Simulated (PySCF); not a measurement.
# C₁₀H₈O: excited states, first hyperpolarisability

Wanted: excited states, first hyperpolarisability for C₁₀H₈O (`c1ccc(-c2ccoc2)cc1`).

Computed with PySCF 2.14.0 and routines of our own; the level stands in each step. Atoms count from 0.

## (1) The system as given

19 atoms, charge 0, multiplicity 1; geometry from: GFN2-xTB.

## (2) Geometry optimisation at PBE0-D3(BJ)/def2-SVP

The job: settings as JSON, then the geometry in Å.

```
{"job": {"xc": "PBE0", "basis": "def2-SVP", "d3": "d3bj", "grid": 2, "kind": "geom"}, "charge": 0, "multiplicity": 1}
C     -2.994086    -0.137199     0.196760
C     -2.334110     0.959254     0.727022
C     -0.957909     1.051058     0.643818
C     -0.216271     0.045309     0.025303
C      1.234276     0.142129    -0.072759
C      2.167415    -0.927845    -0.218092
C      3.397095    -0.355426    -0.267016
O      3.304440     0.981704    -0.172393
C      2.001044     1.276849    -0.051827
C     -0.890426    -1.054408    -0.501688
C     -2.267081    -1.143070    -0.416987
H     -4.069876    -0.206016     0.261099
H     -2.896085     1.745225     1.210666
H     -0.447837     1.901913     1.069967
H      1.948005    -1.974745    -0.258933
H      4.379053    -0.774580    -0.365243
H      1.739948     2.314297     0.013001
H     -0.331942    -1.835384    -0.995253
H     -2.775455    -1.999813    -0.834907
```

The run is started by

```sh
> OMP_NUM_THREADS=1 python excited_run.py task.json out
```

One launch serves the whole session: the jobs run in the order shown.

Log:

```text
step   0  E = -460.23382104  max force = 0.012629
step   1  E = -460.23575746  max force = 0.002525
step   2  E = -460.23576873  max force = 0.001051
step   3  E = -460.23576947  max force = 0.001655
step   4  E = -460.23577492  max force = 0.000252
optimisation converged
```

Run time: 89 s. Hardware: 1 thread of Arm Neoverse V2, shared host; peak memory 0.89 GiB.

Step by step:

```
step  energy from step 0 (eV)  largest force component (eV/Å)
   0                   0.0000                          0.6494
   1                  -0.0527                          0.1298
   2                  -0.0530                          0.0540
   3                  -0.0530                          0.0851
   4                  -0.0532                          0.0130
```

Close pairs (by a distance rule), those that changed most:

```
   bond  before (Å)  after (Å)  change (Å)
 C5–H14       1.070      1.088      +0.017
 C8–H16       1.072      1.087      +0.015
 C6–H15       1.072      1.087      +0.015
 C2–H13       1.080      1.093      +0.013
 C9–H17       1.080      1.092      +0.013
 C0–H11       1.080      1.092      +0.013
C10–H18       1.080      1.093      +0.012
 C1–H12       1.080      1.093      +0.012
```

The final coordinates are the input of the step that follows.

```
                         at the end point                value
  point group (found at 0.08 Å tolerance)                   C1
rotational constants (GHz, main isotopes)  3.567, 0.662, 0.566
                        dipole moment (D)                 0.42
```

## (3) Excited states: TDA CAM-B3LYP/aug-cc-pVDZ

The job: settings as JSON, then the geometry in Å.

```
{"job": {"kind": "states", "xc": "CAM-B3LYP", "basis": "aug-cc-pVDZ", "tda": true, "soc": true, "nstates": 6, "ntriplets": 5, "nquad": 4}, "charge": 0, "multiplicity": 1}
C     -3.036553    -0.171678     0.214474
C     -2.369082     0.932414     0.744415
C     -0.982950     1.019836     0.664120
C     -0.231797     0.010526     0.041900
C      1.228649     0.104314    -0.059616
C      2.167711    -0.974899    -0.210915
C      3.400682    -0.402654    -0.261539
O      3.301786     0.938169    -0.160837
C      1.995728     1.240178    -0.040212
C     -0.916190    -1.094399    -0.485092
C     -2.302716    -1.185814    -0.398427
H     -4.124560    -0.242537     0.282506
H     -2.933281     1.729128     1.235336
H     -0.469334     1.875484     1.108797
H      1.946302    -2.038931    -0.250124
H      4.405870    -0.805052    -0.356295
H      1.750431     2.296898     0.025074
H     -0.353824    -1.885939    -0.985462
H     -2.814604    -2.054909    -0.818803
```

Method: TDA CAM-B3LYP/aug-cc-pVDZ excited states, vertical, gas phase, spin-orbit mean-field couplings.

Log:

```text
coarse grid: 16912 points
cycle   1  E = -460.7939219622  dE =  2.552e+00  |g| = 4.713e-01  |ddm| = 5.770e+01
cycle   2  E = -460.8047283699  dE = -1.081e-02  |g| = 4.927e-01  |ddm| = 5.753e+00
cycle   3  E = -460.8494065481  dE = -4.468e-02  |g| = 8.280e-02  |ddm| = 2.184e+00
cycle   4  E = -460.8502688328  dE = -8.623e-04  |g| = 4.829e-02  |ddm| = 4.696e-01
cycle   5  E = -460.8508159155  dE = -5.471e-04  |g| = 1.089e-02  |ddm| = 4.007e-01
cycle   6  E = -460.8508438967  dE = -2.798e-05  |g| = 3.474e-03  |ddm| = 8.492e-02
cycle   7  E = -460.8508470615  dE = -3.165e-06  |g| = 7.427e-04  |ddm| = 2.590e-02
final grid: 166264 points
cycle   8  E = -460.8815061066  dE = -2.753e-05  |g| = 3.509e-03  |ddm| = 8.448e-01
cycle   9  E = -460.8815072479  dE = -1.141e-06  |g| = 3.065e-03  |ddm| = 7.029e-02
cycle  10  E = -460.8815096562  dE = -2.408e-06  |g| = 4.289e-04  |ddm| = 3.440e-02
cycle  11  E = -460.8815096948  dE = -3.856e-08  |g| = 1.966e-04  |ddm| = 3.456e-03
cycle  12  E = -460.8815097055  dE = -1.072e-08  |g| = 3.463e-05  |ddm| = 1.668e-03
cycle  13  E = -460.8815097059  dE = -3.632e-10  |g| = 1.380e-05  |ddm| = 3.861e-04
converged SCF energy = -460.8815097059

Singlet excitations
state   eV       nm        f     d(h-e)  d(exc)  Lambda  PR(NTO)  |dmu|/D   mu/D   main configurations
  1   5.1106   242.6   0.00851   0.475   3.235   0.627   1.760    1.637    1.402   H->L+4 0.49, H-2->L 0.17, H-1->L 0.10
  2   5.3310   232.6   0.27990   0.885   3.547   0.736   1.218    2.847    2.599   H->L 0.80
  3   5.6576   219.1   0.00019   0.483   4.755   0.213   1.090    2.853    3.357   H->L+1 0.73, H->L+3 0.08
  4   6.0169   206.1   0.01855   0.337   3.967   0.541   1.864    1.294    1.641   H->L+7 0.37, H-2->L 0.20, H->L+4 0.09
  5   6.0554   204.7   0.01856   0.470   5.099   0.214   1.492                     H->L+2 0.61, H-1->L+1 0.09
  6   6.1221   202.5   0.00911   0.794   5.195   0.203   1.235                     H->L+3 0.68

Triplet excitations (Tamm-Dancoff)
state   eV     d(h-e)  d(exc)  Lambda  PR(NTO)   main configurations
  1   3.4906   0.168   2.888   0.710   1.420   H->L 0.75
  2   4.1561   0.084   2.486   0.593   2.607   H->L+7 0.19, H-2->L+4 0.15, H-1->L 0.13
  3   4.5005   0.483   3.038   0.594   1.422   H->L+4 0.57, H-2->L 0.14
  4   4.6207   0.075   2.710   0.673   1.967   H-2->L+4 0.34, H-1->L+4 0.26, H->L 0.10
  5   4.9386   0.202   2.950   0.655   1.378   H-2->L 0.46, H-1->L 0.25, H->L+4 0.13
S1 - T1 = 1.6201 eV

Spin-orbit couplings |<S|Hso|T>| (cm-1)
             T1       T2       T3       T4       T5
S0        0.338    0.176    0.679    0.136    0.299
S1        0.507    0.340    0.134    0.246    0.119
S2        0.460    0.983    0.157    0.311    0.428
S3        0.580    0.231    0.172    0.253    0.138
S4        0.997    0.506    0.267    0.391    0.084
S5        1.356    1.269    1.099    0.539    0.466
S6        2.599    0.752    1.403    1.073    0.575
T1 sublevels (cm-1): 0.000 0.000 0.000   radiative rates (1/s): 0.0864 0.000177 0.108
```

Wall time 2 min (1 thread of Arm Neoverse V2, shared host); peak memory 1.5 GiB.

Key values:

```
  quantity    value
S1 less T1  1.62 eV
```

The fields below are evaluated on a grid from the run's orbitals.

Frontier orbitals at CAM-B3LYP/aug-cc-pVDZ, with the share of their density that lies nearest to each atom:

```
orbital  energy (eV)                                                 lies on
   HOMO        -7.49            C8 24 %; C4 14 %; C0, C3, C6 about 11 % each
   LUMO         0.22  C0, C3 about 15 % each; C8 12 %; C2, C4 about 8 % each
```

ELF in a plane through or near 13 of the atoms.

Values, 10 rows by 14 columns:
```
0.00 0.00 0.00 0.00 0.00 0.00 0.00 0.00 0.00 0.00 0.00 0.00 0.00 0.00
0.00 0.00 0.00 0.00 0.00 0.01 0.00 0.01 0.00 0.00 0.00 0.00 0.00 0.00
0.00 0.00 0.00 0.01 0.05 0.92 0.02 0.95 0.44 0.42 0.95 0.02 0.00 0.00
0.00 0.00 0.06 0.80 0.33 0.79 0.06 0.88 0.61 0.76 0.94 0.02 0.00 0.00
0.00 0.00 0.01 0.74 0.71 0.84 0.52 0.77 0.50 0.44 0.44 0.53 0.04 0.00
0.00 0.02 0.95 0.48 0.68 0.86 0.70 0.26 0.30 0.65 0.48 1.00 0.45 0.00
0.00 0.01 0.96 0.64 0.64 0.66 0.03 0.65 0.51 0.33 0.17 0.19 0.01 0.00
0.00 0.00 0.01 0.01 0.31 0.93 0.03 1.00 0.19 0.98 0.95 0.00 0.00 0.00
0.00 0.00 0.00 0.00 0.01 0.05 0.00 0.38 0.01 0.53 0.40 0.00 0.00 0.00
0.00 0.00 0.00 0.00 0.00 0.00 0.00 0.00 0.00 0.00 0.00 0.00 0.00 0.00
```
The map spans 14.1 Å across and 9.7 Å up, centred on the molecule. Atoms in the plane (x, y in Å): C0 (3.0, -0.1), C1 (2.4, 1.1), C2 (1.0, 1.2), C3 (0.2, 0.0), C4 (-1.2, 0.1), C5 (-2.2, -0.9), C6 (-3.4, -0.4), O7 (-3.3, 0.9), C9 (0.9, -1.2), C10 (2.3, -1.3), H11 (4.1, -0.2), H15 (-4.4, -0.8), H18 (2.7, -2.2).

log10 of the density (e/Å³) in the same plane.

Ten even steps from '0' (-4.0) to '9' (1.5):
```
0000000000000000000000000000
0000000000000000000000000000
0000000011211122111111000000
0000000123332233323322100000
0000022334544455444543200000
0000134445654566655654210000
0001346666765567767765310000
0002357877765568878764321000
0002357877776677777765432000
0013457776797787667777643100
0024567977777777667977643100
0024577777766677777776543100
0013566667765678779755432000
0012344556654677777754321000
0001223345544566556754210000
0000112234433455445543200000
0000000122222333333332100000
0000000011111122122211000000
0000000000000000000000000000
0000000000000000000000000000
```
The map spans 14.1 Å across and 9.7 Å up, centred on the molecule. Atoms in the plane (x, y in Å): C0 (3.0, -0.1), C1 (2.4, 1.1), C2 (1.0, 1.2), C3 (0.2, 0.0), C4 (-1.2, 0.1), C5 (-2.2, -0.9), C6 (-3.4, -0.4), O7 (-3.3, 0.9), C9 (0.9, -1.2), C10 (2.3, -1.3), H11 (4.1, -0.2), H15 (-4.4, -0.8), H18 (2.7, -2.2).

On the surface of density 0.002 e/bohr³ the electrostatic potential runs, from the 1st to the 99th percentile, from -0.80 V near O7 to 1.19 V near H16.

## (4) Excited states: TDDFT CAM-B3LYP/aug-cc-pVDZ

Settings changed since step 3:

```diff
@@ -1,2 +1,2 @@
-{"job": {"kind": "states", "xc": "CAM-B3LYP", "basis": "aug-cc-pVDZ", "tda": true, "soc": true, "nstates": 6, "ntriplets": 5, "nquad": 4}, "charge": 0, "multiplicity": 1}
+{"job": {"kind": "states", "xc": "CAM-B3LYP", "basis": "aug-cc-pVDZ", "tpa": true, "nstates": 8, "nquad": 6, "ntriplets": 0}, "charge": 0, "multiplicity": 1}
 C     -3.036553    -0.171678     0.214474
```

Level: TDDFT CAM-B3LYP/aug-cc-pVDZ excited states, vertical, gas phase, two-photon moments by quadratic response.

Log:

```text
coarse grid: 16912 points
cycle   1  E = -460.7939219622  dE =  2.552e+00  |g| = 4.713e-01  |ddm| = 5.770e+01
cycle   2  E = -460.8047283699  dE = -1.081e-02  |g| = 4.927e-01  |ddm| = 5.753e+00
cycle   3  E = -460.8494065481  dE = -4.468e-02  |g| = 8.280e-02  |ddm| = 2.184e+00
cycle   4  E = -460.8502688328  dE = -8.623e-04  |g| = 4.829e-02  |ddm| = 4.696e-01
cycle   5  E = -460.8508159155  dE = -5.471e-04  |g| = 1.089e-02  |ddm| = 4.007e-01
cycle   6  E = -460.8508438967  dE = -2.798e-05  |g| = 3.474e-03  |ddm| = 8.492e-02
cycle   7  E = -460.8508470615  dE = -3.165e-06  |g| = 7.427e-04  |ddm| = 2.590e-02
final grid: 166264 points
cycle   8  E = -460.8815061066  dE = -2.753e-05  |g| = 3.509e-03  |ddm| = 8.448e-01
cycle   9  E = -460.8815072479  dE = -1.141e-06  |g| = 3.065e-03  |ddm| = 7.029e-02
cycle  10  E = -460.8815096562  dE = -2.408e-06  |g| = 4.289e-04  |ddm| = 3.440e-02
cycle  11  E = -460.8815096948  dE = -3.856e-08  |g| = 1.966e-04  |ddm| = 3.456e-03
cycle  12  E = -460.8815097055  dE = -1.072e-08  |g| = 3.463e-05  |ddm| = 1.668e-03
cycle  13  E = -460.8815097059  dE = -3.632e-10  |g| = 1.380e-05  |ddm| = 3.861e-04
converged SCF energy = -460.8815097059

Singlet excitations
state   eV       nm        f     d(h-e)  d(exc)  Lambda  PR(NTO)  |dmu|/D   mu/D   delta(TPA)   sigma/GM   main configurations
  1   5.0362   246.2   0.05435   0.562   3.275   0.664   1.564    2.018    1.859       47.54      0.442   H->L 0.38, H->L+4 0.35, H-2->L 0.09
  2   5.1574   240.4   0.17927   0.675   3.365   0.683   1.440    2.210    1.897      167.62      1.633   H->L 0.55, H->L+4 0.21, H-2->L 0.10
  3   5.6559   219.2   0.00035   0.481   4.753   0.213   1.092    2.846    3.350       68.13      0.798   H->L+1 0.73, H->L+3 0.08
  4   5.9120   209.7   0.12232   0.677   3.502   0.570   1.629    2.349    2.593      119.99      1.537   H->L+7 0.44, H->L+4 0.18
  5   6.0187   206.0   0.05044   1.271   3.697   0.639   1.447    4.034    3.890      199.69      2.650   H-1->L 0.57, H-2->L 0.23
  6   6.0519   204.9   0.01772   0.411   5.165   0.196   1.444    1.022    0.689       29.85      0.401   H->L+2 0.66, H-1->L+1 0.09
  7   6.1209   202.6   0.00771   0.794   5.265   0.181   1.128                                            H->L+3 0.71
  8   6.2876   197.2   0.19748   0.485   3.936   0.565   2.030                                            H->L+7 0.28, H-2->L 0.25, H->L+4 0.20
```

Wall time 2.3 min (1 thread of Arm Neoverse V2, shared host); peak memory 1.5 GiB.

## (5) First hyperpolarisability: quadratic response CAM-B3LYP/aug-cc-pVDZ

Settings changed since step 4:

```diff
@@ -1,2 +1,2 @@
-{"job": {"kind": "states", "xc": "CAM-B3LYP", "basis": "aug-cc-pVDZ", "tpa": true, "nstates": 8, "nquad": 6, "ntriplets": 0}, "charge": 0, "multiplicity": 1}
+{"job": {"kind": "beta", "xc": "CAM-B3LYP", "basis": "aug-cc-pVDZ"}, "charge": 0, "multiplicity": 1}
 C     -3.036553    -0.171678     0.214474
```

Method: quadratic response CAM-B3LYP/aug-cc-pVDZ first hyperpolarisability, Taylor convention, gas phase.

Log:

```text
coarse grid: 16912 points
cycle   1  E = -460.7939219622  dE =  2.552e+00  |g| = 4.713e-01  |ddm| = 5.770e+01
cycle   2  E = -460.8047283699  dE = -1.081e-02  |g| = 4.927e-01  |ddm| = 5.753e+00
cycle   3  E = -460.8494065481  dE = -4.468e-02  |g| = 8.280e-02  |ddm| = 2.184e+00
cycle   4  E = -460.8502688328  dE = -8.623e-04  |g| = 4.829e-02  |ddm| = 4.696e-01
cycle   5  E = -460.8508159155  dE = -5.471e-04  |g| = 1.089e-02  |ddm| = 4.007e-01
cycle   6  E = -460.8508438967  dE = -2.798e-05  |g| = 3.474e-03  |ddm| = 8.492e-02
cycle   7  E = -460.8508470615  dE = -3.165e-06  |g| = 7.427e-04  |ddm| = 2.590e-02
final grid: 166264 points
cycle   8  E = -460.8815061066  dE = -2.753e-05  |g| = 3.509e-03  |ddm| = 8.448e-01
cycle   9  E = -460.8815072479  dE = -1.141e-06  |g| = 3.065e-03  |ddm| = 7.029e-02
cycle  10  E = -460.8815096562  dE = -2.408e-06  |g| = 4.289e-04  |ddm| = 3.440e-02
cycle  11  E = -460.8815096948  dE = -3.856e-08  |g| = 1.966e-04  |ddm| = 3.456e-03
cycle  12  E = -460.8815097055  dE = -1.072e-08  |g| = 3.463e-05  |ddm| = 1.668e-03
cycle  13  E = -460.8815097059  dE = -3.632e-10  |g| = 1.380e-05  |ddm| = 3.861e-04
converged SCF energy = -460.8815097059

Lowest singlets (eV, f): 5.0362 0.0544  5.1574 0.1793  5.6559 0.0003

First hyperpolarisability (au)
process     nm      |vector|   parallel      HRS      DR
static         -      374.86    -183.95     150.32   5.612
shg       1907.0      406.33    -198.75     163.29   5.567
eope      1907.0      384.88    -188.66          -       -
shg       1064.0      494.50     -240.1     199.72   5.473
eope      1064.0      408.71    -199.88          -       -
```

Run time: 1.9 min. Hardware: 1 thread of Arm Neoverse V2, shared host; peak memory 1.5 GiB.

## (6) Summary of results

| quantity | value |
| --- | --- |
| point group | C1 |
| rotational constants (main isotopes) | 3.57, 0.66, 0.57 GHz |
| S1 less T1 (step 3, TDA CAM-B3LYP/aug-cc-pVDZ) | 1.62 eV |
| surface potential, 1st and 99th percentile | -0.80 V and 1.19 V |
| β vector (step 5, quadratic response CAM-B3LYP/aug-cc-pVDZ) | static 375, SHG 1907.0 nm 406, SHG 1064.0 nm 494 au |

The optimisation took 4 steps and gained 0.053 eV; among the close pairs (by a distance rule), C5–H14 changed most, from 1.070 to 1.088 Å. No frequency check was run at this level, so the end point may be a saddle. In step 3, the number of triplets below S1 is at least 5, and the largest singlet-triplet spin-orbit coupling is S6–T1, 2.60 cm⁻¹. β grows from 375 au (static) to 494 au for doubling at 1064.0 nm: normal dispersion, which grows as twice the photon energy moves toward the bright states.
